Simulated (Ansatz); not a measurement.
GaGe:

```
Ge Ga
1.0
     0.00000    2.89784    2.89784
     2.89784    0.00000    2.89784
     2.89784    2.89784    0.00000
Ge Ga
1 1
Direct
  0.00000 0.00000 0.00000
  0.25000 0.25000 0.25000
```

The cell comes from a database or a generator and needn't be the stable form of this composition.

| Property | Result |
| --- | --- |
| Program | Ansatz 0.2.0 |
| Task | relaxation of cell and atoms |
| Functional | RPBE |
| Potentials or basis | Ansatz PAW |
| Cutoff | 420 eV (not typed: the program's choice for these potentials) |
| k mesh | 8 × 8 × 8 |
| Occupations | fermi-dirac, width 0.05 eV |
| Spin | no spin polarisation |

At the start: volume 24.33 Å³/atom.

Problem. How do energy, volume and symmetry change on relaxing?

Solution. It ends after 4 steps and the volume is 25.29 Å³/atom (+3.9 %); space group F-43m (No. 216, to 0.05 Å).

The path:
| step | energy change (eV) | largest force (eV/Å) | volume (Å³) |
| --- | --- | --- | --- |
| 1 | 0.0000 | 0.0000 | 48.67 |
| 2 | -0.0099 | 0.0000 | 50.06 |
| 3 | -0.0107 | 0.0000 | 50.59 |
| 4 | -0.0111 | 0.0000 | 50.59 |

Final structure:
```
Ge Ga
1.0
     0.00000    2.93538    2.93538
     2.93538    0.00000    2.93538
     2.93538    2.93538    0.00000
Ge Ga
1 1
Cartesian
  0.0000 0.0000 0.0000
  1.4677 1.4677 1.4677
```

Caveat: the plane-wave basis is chosen anew once the cell has moved, so the energies of steps on either side of that aren't comparable; the PAW data sets come from PBE, with cores solved anew for the run's functional, which leaves a small shift of forces and pressure.
